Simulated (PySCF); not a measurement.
# CH3NO2Si: core binding energies at several levels of theory, part 1 of 3

How much do the core binding energies of CH3NO2Si (`N#C[SiH](O)O`) depend on the level of theory, and what does each level cost?

Programs: PySCF 2.14.0, with density-fitted response routines of our own. Each step states its level of theory. These are calculated values for one molecule in the gas phase, unless marked as measured. Atoms count from 0, in the outputs and in this text.

### 1 The molecule as given

8 atoms, charge 0, multiplicity 1; geometry from: PBE0-D3(BJ)/def2-SVP.

Bonds of the start (Å): N0–C1 1.16, C1–Si2 1.87, Si2–O3 1.64, Si2–O4 1.65, Si2–H5 1.47, O3–H6 0.96, O4–H7 0.96.

### 2 Core-electron binding energies: SCAN, X2C

Job settings and geometry (Å):

```
{"job": {"kind": "xps"}, "charge": 0, "multiplicity": 1}
N      2.478950     0.838482    -0.365233
C      1.439092     0.449709    -0.029768
Si    -0.262628    -0.148773     0.464958
O     -0.483329    -1.683541    -0.075722
O     -1.311338     0.934412    -0.200462
H     -0.364757    -0.204779     1.931974
H     -0.484623    -1.841536    -1.024784
H     -0.957233     1.635341    -0.755108
```

Level: delta-SCF UKS SCAN, pcX-2 on the ionised atom, pcseg-1 elsewhere, spin-free X2C.

Launch:

```bash
$ OMP_NUM_THREADS=1 python probes_run.py task.json out
```

One launch serves the whole session: the jobs run in the order shown.

Output:

```text
ground state, core basis on atom 0 (N), 120 functions
  cycle   1  E = -535.07186309  |g| = 9.50e-01
  cycle   2  E = -534.56859131  |g| = 1.84e+00
  cycle   3  E = -535.21807175  |g| = 3.47e-01
  cycle   4  E = -535.23988889  |g| = 1.65e-01
  cycle   5  E = -535.24585645  |g| = 3.18e-02
  cycle   6  E = -535.24610409  |g| = 4.89e-03
  cycle   7  E = -535.24610864  |g| = 1.47e-03
  cycle   8  E = -535.24611154  |g| = 8.13e-04
  cycle   9  E = -535.24611086  |g| = 3.40e-04
  E(ground) = -535.28716090 Eh
hole in N 1s of atom 0
  cycle   1  E = -519.63647797  |g| = 1.84e+00
  cycle   2  E = -514.92963812  |g| = 3.05e+00
  cycle   3  E = -519.49658932  |g| = 1.34e+00
  cycle   4  E = -520.10575576  |g| = 7.44e-01
  cycle   5  E = -520.25657298  |g| = 4.42e-01
  cycle   6  E = -520.32618504  |g| = 1.10e-01
  cycle   7  E = -520.33482442  |g| = 3.10e-02
  cycle   8  E = -520.33510510  |g| = 3.11e-02
  cycle   9  E = -520.33559342  |g| = 9.87e-03
  cycle  10  E = -520.33571086  |g| = 5.09e-03
  cycle  11  E = -520.33576275  |g| = 2.03e-03
  cycle  12  E = -520.33576764  |g| = 5.46e-04
  cycle  13  E = -520.33576647  |g| = 1.77e-04
  E(ion) = -520.37636571 Eh   <S^2> = 0.8277   hole on atom = 1.000   binding energy = 405.743 eV
ground state, core basis on atom 1 (C), 120 functions
  cycle   1  E = -535.23662050  |g| = 5.85e-02
  cycle   2  E = -535.23610209  |g| = 5.19e-02
  cycle   3  E = -535.23566084  |g| = 6.74e-02
  cycle   4  E = -535.23670183  |g| = 5.42e-03
  cycle   5  E = -535.23670668  |g| = 1.11e-03
  cycle   6  E = -535.23670844  |g| = 2.22e-04
  E(ground) = -535.28108948 Eh
hole in C 1s of atom 1
  cycle   1  E = -523.95898886  |g| = 1.50e+00
  cycle   2  E = -518.88243939  |g| = 3.03e+00
  cycle   3  E = -523.53002338  |g| = 1.39e+00
  cycle   4  E = -524.27308284  |g| = 7.41e-01
  cycle   5  E = -524.42283165  |g| = 4.31e-01
  cycle   6  E = -524.49476429  |g| = 1.05e-01
  cycle   7  E = -524.50135091  |g| = 2.08e-02
  cycle   8  E = -524.50159710  |g| = 1.86e-02
  cycle   9  E = -524.50178417  |g| = 7.50e-03
  cycle  10  E = -524.50187539  |g| = 4.41e-03
  cycle  11  E = -524.50195188  |g| = 1.93e-03
  cycle  12  E = -524.50196352  |g| = 6.79e-04
  cycle  13  E = -524.50196560  |g| = 3.42e-04
  E(ion) = -524.54426832 Eh   <S^2> = 0.8277   hole on atom = 1.000   binding energy = 292.164 eV
ground state, core basis on atom 2 (Si), 131 functions
  cycle   1  E = -535.34397539  |g| = 2.94e-01
  cycle   2  E = -535.34200810  |g| = 1.16e-01
  cycle   3  E = -535.32980291  |g| = 2.52e-01
  cycle   4  E = -535.34458423  |g| = 3.25e-02
  cycle   5  E = -535.34478292  |g| = 2.57e-03
  cycle   6  E = -535.34478448  |g| = 9.53e-04
  cycle   7  E = -535.34478497  |g| = 2.78e-04
  E(ground) = -535.34553623 Eh
hole in Si 1s of atom 2
  cycle   1  E = -466.34270048  |g| = 4.35e+00
  cycle   2  E = -466.07394696  |g| = 2.34e+00
  cycle   3  E = -466.00889557  |g| = 1.64e+00
  cycle   4  E = -467.10118931  |g| = 7.66e-01
  cycle   5  E = -467.33648229  |g| = 2.98e-01
  cycle   6  E = -467.36988411  |g| = 1.30e-01
  cycle   7  E = -467.37655106  |g| = 3.02e-02
  cycle   8  E = -467.37698724  |g| = 5.60e-03
  cycle   9  E = -467.37700384  |g| = 2.60e-03
  cycle  10  E = -467.37700678  |g| = 1.65e-03
  cycle  11  E = -467.37700710  |g| = 2.03e-04
  E(ion) = -467.38548295 Eh   <S^2> = 0.7520   hole on atom = 1.000   binding energy = 1849.287 eV
hole in Si 2p of atom 2
  cycle   1  E = -531.00973707  |g| = 1.24e+00
  cycle   2  E = -530.61394515  |g| = 1.35e+00
  cycle   3  E = -530.91926445  |g| = 9.19e-01
  cycle   4  E = -531.29009823  |g| = 2.48e-01
  cycle   5  E = -531.31241955  |g| = 1.09e-01
  cycle   6  E = -531.31647915  |g| = 4.63e-02
  cycle   7  E = -531.31743155  |g| = 9.30e-03
  cycle   8  E = -531.31747252  |g| = 2.41e-03
  cycle   9  E = -531.31747402  |g| = 8.76e-04
  cycle  10  E = -531.31747402  |g| = 5.12e-04
  cycle  11  E = -531.31747407  |g| = 9.21e-05
  E(ion) = -531.32932883 Eh   <S^2> = 0.7517   hole on atom = 1.003   binding energy = 109.287 eV
  2p3/2 = 109.114 eV   2p1/2 = 109.741 eV
ground state, core basis on atom 3 (O), 120 functions
  cycle   1  E = -535.26481832  |g| = 1.00e-01
  cycle   2  E = -535.26414987  |g| = 7.44e-02
  cycle   3  E = -535.26438124  |g| = 6.44e-02
  cycle   4  E = -535.26505187  |g| = 2.12e-02
  cycle   5  E = -535.26515153  |g| = 3.59e-03
  cycle   6  E = -535.26515421  |g| = 3.53e-04
  E(ground) = -535.30496768 Eh
hole in O 1s of atom 3
  cycle   1  E = -514.62878431  |g| = 2.22e+00
  cycle   2  E = -514.18755447  |g| = 2.17e+00
  cycle   3  E = -515.29689318  |g| = 5.92e-01
  cycle   4  E = -515.14892960  |g| = 7.59e-01
  cycle   5  E = -515.42904067  |g| = 1.39e-01
  cycle   6  E = -515.43599704  |g| = 7.18e-02
  cycle   7  E = -515.43789494  |g| = 1.40e-02
  cycle   8  E = -515.43799754  |g| = 3.41e-03
  cycle   9  E = -515.43800400  |g| = 1.07e-03
  cycle  10  E = -515.43800454  |g| = 2.31e-04
  E(ion) = -515.47833725 Eh   <S^2> = 0.7612   hole on atom = 1.000   binding energy = 539.510 eV
```

Wall time 17 s (1 thread of Arm Neoverse V1, shared host); peak memory 0.38 GiB.

The holes in one table. −ε is the ground-state orbital energy:

```
       hole  stands for                  environment  ΔSCF (eV; 2p as the shell's mean)  −ε (eV)   ⟨S²⟩
  N1s on N0          N0             nitrile nitrogen                             405.74    386.6  0.828
  C1s on C1          C1               nitrile carbon                             292.16    274.5  0.828
Si1s on Si2         Si2  silicon bonded to C, 2 O, H                            1849.29   1795.4  0.752
Si2p on Si2         Si2  silicon bonded to C, 2 O, H                             109.32     98.1  0.752
  O1s on O3      O3, O4       oxygen bonded to Si, H                             539.51    517.5  0.761
```

Each hole run stands for the others of its class of like atoms.

With the spin-orbit splitting: Si2 2p3/2 109.11, 2p1/2 109.74 eV. The table gives each 2p level as the mean over the whole 2p shell (two parts 2p3/2, one part 2p1/2), which differs a little from the single hole in the log.

### 3 X-ray photoelectron lines: B3LYP, X2C

The job, as its differences from that of step 2:

```diff
@@ -1,2 +1,2 @@
-{"job": {"kind": "xps"}, "charge": 0, "multiplicity": 1}
+{"job": {"kind": "xps", "xc": "B3LYP"}, "charge": 0, "multiplicity": 1}
 N      2.478950     0.838482    -0.365233
```

Method: delta-SCF UKS B3LYP, pcX-2 on the ionised atom, pcseg-1 elsewhere, spin-free X2C.

Output:

```text
ground state, core basis on atom 0 (N), 120 functions
  cycle   1  E = -535.18953211  |g| = 9.89e-01
  cycle   2  E = -534.73215390  |g| = 1.81e+00
  cycle   3  E = -535.35971654  |g| = 2.82e-01
  cycle   4  E = -535.37345863  |g| = 1.29e-01
  cycle   5  E = -535.37693349  |g| = 2.13e-02
  cycle   6  E = -535.37704606  |g| = 2.99e-03
  cycle   7  E = -535.37704718  |g| = 5.54e-04
  cycle   8  E = -535.37704775  |g| = 1.75e-04
  E(ground) = -535.37677725 Eh
hole in N 1s of atom 0
  cycle   1  E = -519.77468049  |g| = 1.85e+00
  cycle   2  E = -517.41666515  |g| = 2.72e+00
  cycle   3  E = -520.15060950  |g| = 8.35e-01
  cycle   4  E = -520.33660987  |g| = 5.81e-01
  cycle   5  E = -520.44702010  |g| = 2.01e-01
  cycle   6  E = -520.46116635  |g| = 4.48e-02
  cycle   7  E = -520.46225467  |g| = 1.23e-02
  cycle   8  E = -520.46236603  |g| = 4.62e-03
  cycle   9  E = -520.46239625  |g| = 2.33e-03
  cycle  10  E = -520.46240919  |g| = 2.08e-03
  cycle  11  E = -520.46241155  |g| = 7.60e-04
  cycle  12  E = -520.46241170  |g| = 6.74e-05
  E(ion) = -520.46210509 Eh   <S^2> = 0.7801   hole on atom = 1.000   binding energy = 405.849 eV
ground state, core basis on atom 1 (C), 120 functions
  cycle   1  E = -535.36971170  |g| = 5.45e-02
  cycle   2  E = -535.36800439  |g| = 9.60e-02
  cycle   3  E = -535.36987224  |g| = 2.40e-02
  cycle   4  E = -535.36999618  |g| = 3.57e-03
  cycle   5  E = -535.36999921  |g| = 6.41e-04
  cycle   6  E = -535.36999962  |g| = 7.65e-05
  E(ground) = -535.36966491 Eh
hole in C 1s of atom 1
  cycle   1  E = -524.09409555  |g| = 1.50e+00
  cycle   2  E = -523.06468056  |g| = 2.03e+00
  cycle   3  E = -524.36418070  |g| = 8.17e-01
  cycle   4  E = -524.58678140  |g| = 2.92e-01
  cycle   5  E = -524.62158992  |g| = 1.06e-01
  cycle   6  E = -524.62630206  |g| = 3.37e-02
  cycle   7  E = -524.62682250  |g| = 6.04e-03
  cycle   8  E = -524.62691689  |g| = 3.81e-03
  cycle   9  E = -524.62697553  |g| = 1.68e-03
  cycle  10  E = -524.62698373  |g| = 1.30e-03
  cycle  11  E = -524.62698507  |g| = 3.98e-04
  E(ion) = -524.62662449 Eh   <S^2> = 0.7835   hole on atom = 1.000   binding energy = 292.333 eV
ground state, core basis on atom 2 (Si), 131 functions
  cycle   1  E = -535.44866283  |g| = 1.72e-01
  cycle   2  E = -535.44892216  |g| = 5.26e-02
  cycle   3  E = -535.44916211  |g| = 2.48e-02
  cycle   4  E = -535.44924888  |g| = 7.50e-03
  cycle   5  E = -535.44925823  |g| = 2.19e-03
  cycle   6  E = -535.44926087  |g| = 7.53e-04
  cycle   7  E = -535.44926127  |g| = 8.33e-05
  E(ground) = -535.44903221 Eh
hole in Si 1s of atom 2
  cycle   1  E = -466.48461659  |g| = 4.39e+00
  cycle   2  E = -466.60094824  |g| = 2.13e+00
  cycle   3  E = -466.77268243  |g| = 1.29e+00
  cycle   4  E = -467.34691398  |g| = 6.53e-01
  cycle   5  E = -467.51698121  |g| = 2.13e-01
  cycle   6  E = -467.53441038  |g| = 7.52e-02
  cycle   7  E = -467.53653400  |g| = 1.38e-02
  cycle   8  E = -467.53663049  |g| = 2.68e-03
  cycle   9  E = -467.53663410  |g| = 8.10e-04
  cycle  10  E = -467.53663430  |g| = 4.57e-04
  E(ion) = -467.53646795 Eh   <S^2> = 0.7515   hole on atom = 1.000   binding energy = 1847.995 eV
hole in Si 2p of atom 2
  cycle   1  E = -531.12117172  |g| = 1.23e+00
  cycle   2  E = -530.95918793  |g| = 1.17e+00
  cycle   3  E = -531.22395238  |g| = 6.89e-01
  cycle   4  E = -531.41764879  |g| = 1.80e-01
  cycle   5  E = -531.42957077  |g| = 7.26e-02
  cycle   6  E = -531.43140315  |g| = 2.61e-02
  cycle   7  E = -531.43169527  |g| = 3.52e-03
  cycle   8  E = -531.43170192  |g| = 7.42e-04
  cycle   9  E = -531.43170281  |g| = 4.46e-04
  E(ion) = -531.43152376 Eh   <S^2> = 0.7519   hole on atom = 1.003   binding energy = 109.322 eV
  2p3/2 = 109.155 eV   2p1/2 = 109.778 eV
ground state, core basis on atom 3 (O), 120 functions
  cycle   1  E = -535.39617096  |g| = 7.01e-02
  cycle   2  E = -535.39596480  |g| = 4.64e-02
  cycle   3  E = -535.39607172  |g| = 3.92e-02
  cycle   4  E = -535.39632943  |g| = 1.03e-02
  cycle   5  E = -535.39635113  |g| = 2.39e-03
  cycle   6  E = -535.39635334  |g| = 1.75e-04
  E(ground) = -535.39624350 Eh
hole in O 1s of atom 3
  cycle   1  E = -514.77528658  |g| = 2.23e+00
  cycle   2  E = -514.51544551  |g| = 2.09e+00
  cycle   3  E = -515.52454462  |g| = 3.87e-01
  cycle   4  E = -515.47843370  |g| = 4.68e-01
  cycle   5  E = -515.57484013  |g| = 6.80e-02
  cycle   6  E = -515.57650336  |g| = 2.96e-02
  cycle   7  E = -515.57682181  |g| = 4.64e-03
  cycle   8  E = -515.57683258  |g| = 1.22e-03
  cycle   9  E = -515.57683341  |g| = 2.96e-04
  E(ion) = -515.57674232 Eh   <S^2> = 0.7565   hole on atom = 1.000   binding energy = 539.316 eV
```

Wall time 19 s (1 thread of Arm Neoverse V1, shared host); peak memory 0.45 GiB.

Binding energies by hole, beside the orbital energy of the ground state; the difference holds orbital relaxation and, for a density functional, its self-interaction error:

```
       hole  stands for                  environment  ΔSCF (eV; 2p as the shell's mean)  −ε (eV)   ⟨S²⟩
  N1s on N0          N0             nitrile nitrogen                             405.85    390.4  0.780
  C1s on C1          C1               nitrile carbon                             292.33    277.9  0.783
Si1s on Si2         Si2  silicon bonded to C, 2 O, H                            1848.00   1805.0  0.752
Si2p on Si2         Si2  silicon bonded to C, 2 O, H                             109.36    100.7  0.752
  O1s on O3      O3, O4       oxygen bonded to Si, H                             539.32    521.7  0.757
```

Each hole run stands for the others of its class of like atoms.

With the spin-orbit splitting: Si2 2p3/2 109.15, 2p1/2 109.78 eV. The table gives each 2p level as the mean over the whole 2p shell (two parts 2p3/2, one part 2p1/2), which differs a little from the single hole in the log.

### 4 Core-electron binding energies: PBE0, X2C

The job, as its differences from that of step 3:

```diff
@@ -1,2 +1,2 @@
-{"job": {"kind": "xps", "xc": "B3LYP"}, "charge": 0, "multiplicity": 1}
+{"job": {"kind": "xps", "xc": "PBE0"}, "charge": 0, "multiplicity": 1}
 N      2.478950     0.838482    -0.365233
```

Level: delta-SCF UKS PBE0, pcX-2 on the ionised atom, pcseg-1 elsewhere, spin-free X2C.

Output:

```text
ground state, core basis on atom 0 (N), 120 functions
  cycle   1  E = -534.79661742  |g| = 9.03e-01
  cycle   2  E = -534.49335615  |g| = 1.53e+00
  cycle   3  E = -534.94132422  |g| = 2.46e-01
  cycle   4  E = -534.95216826  |g| = 1.02e-01
  cycle   5  E = -534.95435739  |g| = 1.45e-02
  cycle   6  E = -534.95440799  |g| = 2.22e-03
  cycle   7  E = -534.95440811  |g| = 4.37e-04
  E(ground) = -534.95427819 Eh
hole in N 1s of atom 0
  cycle   1  E = -519.36857515  |g| = 1.85e+00
  cycle   2  E = -518.18510253  |g| = 2.27e+00
  cycle   3  E = -519.89151311  |g| = 6.32e-01
  cycle   4  E = -520.01219328  |g| = 3.48e-01
  cycle   5  E = -520.05334753  |g| = 1.11e-01
  cycle   6  E = -520.05755392  |g| = 3.56e-02
  cycle   7  E = -520.05822660  |g| = 8.77e-03
  cycle   8  E = -520.05833640  |g| = 4.19e-03
  cycle   9  E = -520.05838696  |g| = 2.73e-03
  cycle  10  E = -520.05839781  |g| = 2.16e-03
  cycle  11  E = -520.05840093  |g| = 2.53e-04
  E(ion) = -520.05823565 Eh   <S^2> = 0.7915   hole on atom = 1.000   binding energy = 405.342 eV
ground state, core basis on atom 1 (C), 120 functions
  cycle   1  E = -534.94697602  |g| = 7.00e-02
  cycle   2  E = -534.94518705  |g| = 9.94e-02
  cycle   3  E = -534.94704325  |g| = 3.65e-02
  cycle   4  E = -534.94733427  |g| = 1.62e-03
  cycle   5  E = -534.94733456  |g| = 2.90e-04
  E(ground) = -534.94715384 Eh
hole in C 1s of atom 1
  cycle   1  E = -523.69062737  |g| = 1.50e+00
  cycle   2  E = -522.88617554  |g| = 1.89e+00
  cycle   3  E = -523.92619270  |g| = 8.67e-01
  cycle   4  E = -524.20219981  |g| = 2.14e-01
  cycle   5  E = -524.22179121  |g| = 7.50e-02
  cycle   6  E = -524.22413566  |g| = 2.26e-02
  cycle   7  E = -524.22446549  |g| = 6.60e-03
  cycle   8  E = -524.22461529  |g| = 4.23e-03
  cycle   9  E = -524.22470694  |g| = 2.12e-03
  cycle  10  E = -524.22471334  |g| = 1.47e-03
  cycle  11  E = -524.22471521  |g| = 2.86e-04
  E(ion) = -524.22448517 Eh   <S^2> = 0.8017   hole on atom = 1.000   binding energy = 291.779 eV
ground state, core basis on atom 2 (Si), 131 functions
  cycle   1  E = -535.02561969  |g| = 2.14e-01
  cycle   2  E = -535.02586555  |g| = 4.34e-02
  cycle   3  E = -535.02600462  |g| = 2.74e-02
  cycle   4  E = -535.02611328  |g| = 1.03e-02
  cycle   5  E = -535.02613543  |g| = 1.60e-03
  cycle   6  E = -535.02613561  |g| = 4.03e-04
  E(ground) = -535.02599528 Eh
hole in Si 1s of atom 2
  cycle   1  E = -466.09313688  |g| = 4.38e+00
  cycle   2  E = -466.36722576  |g| = 1.98e+00
  cycle   3  E = -466.55555653  |g| = 1.14e+00
  cycle   4  E = -467.00489808  |g| = 5.64e-01
  cycle   5  E = -467.13243065  |g| = 1.74e-01
  cycle   6  E = -467.14428971  |g| = 5.48e-02
  cycle   7  E = -467.14542837  |g| = 9.91e-03
  cycle   8  E = -467.14547855  |g| = 1.81e-03
  cycle   9  E = -467.14548036  |g| = 5.71e-04
  cycle  10  E = -467.14548042  |g| = 3.48e-04
  E(ion) = -467.14538712 Eh   <S^2> = 0.7516   hole on atom = 1.000   binding energy = 1847.125 eV
hole in Si 2p of atom 2
  cycle   1  E = -530.71152949  |g| = 1.23e+00
  cycle   2  E = -530.62547649  |g| = 1.07e+00
  cycle   3  E = -530.85523814  |g| = 6.17e-01
  cycle   4  E = -531.01094769  |g| = 1.56e-01
  cycle   5  E = -531.01999292  |g| = 6.04e-02
  cycle   6  E = -531.02128883  |g| = 2.07e-02
  cycle   7  E = -531.02147260  |g| = 2.53e-03
  cycle   8  E = -531.02147557  |g| = 6.26e-04
  cycle   9  E = -531.02147712  |g| = 3.49e-04
  E(ion) = -531.02137187 Eh   <S^2> = 0.7523   hole on atom = 1.003   binding energy = 108.971 eV
  2p3/2 = 108.805 eV   2p1/2 = 109.426 eV
ground state, core basis on atom 3 (O), 120 functions
  cycle   1  E = -534.97369170  |g| = 9.22e-02
  cycle   2  E = -534.97355130  |g| = 4.11e-02
  cycle   3  E = -534.97349024  |g| = 4.51e-02
  cycle   4  E = -534.97384229  |g| = 7.23e-03
  cycle   5  E = -534.97385236  |g| = 1.78e-03
  cycle   6  E = -534.97385406  |g| = 1.46e-04
  E(ground) = -534.97384867 Eh
hole in O 1s of atom 3
  cycle   1  E = -514.36838978  |g| = 2.23e+00
  cycle   2  E = -514.23472857  |g| = 1.98e+00
  cycle   3  E = -515.13420491  |g| = 3.39e-01
  cycle   4  E = -515.10952738  |g| = 3.78e-01
  cycle   5  E = -515.17211841  |g| = 5.35e-02
  cycle   6  E = -515.17314601  |g| = 2.28e-02
  cycle   7  E = -515.17333913  |g| = 3.38e-03
  cycle   8  E = -515.17334474  |g| = 1.11e-03
  cycle   9  E = -515.17334600  |g| = 3.00e-04
  E(ion) = -515.17330972 Eh   <S^2> = 0.7577   hole on atom = 1.000   binding energy = 538.800 eV
```

It took 18 s on 1 thread of Arm Neoverse V1, shared host; peak memory 0.47 GiB.

The holes in one table. −ε is the ground-state orbital energy:

```
       hole  stands for                  environment  ΔSCF (eV; 2p as the shell's mean)  −ε (eV)   ⟨S²⟩
  N1s on N0          N0             nitrile nitrogen                             405.34    392.2  0.792
  C1s on C1          C1               nitrile carbon                             291.78    279.3  0.802
Si1s on Si2         Si2  silicon bonded to C, 2 O, H                            1847.13   1808.7  0.752
Si2p on Si2         Si2  silicon bonded to C, 2 O, H                             109.01    101.4  0.752
  O1s on O3      O3, O4       oxygen bonded to Si, H                             538.80    523.9  0.758
```

Each hole run stands for the others of its class of like atoms.

With the spin-orbit splitting: Si2 2p3/2 108.81, 2p1/2 109.43 eV. The table gives each 2p level as the mean over the whole 2p shell (two parts 2p3/2, one part 2p1/2), which differs a little from the single hole in the log.

(Continued in part 2 of 3.)
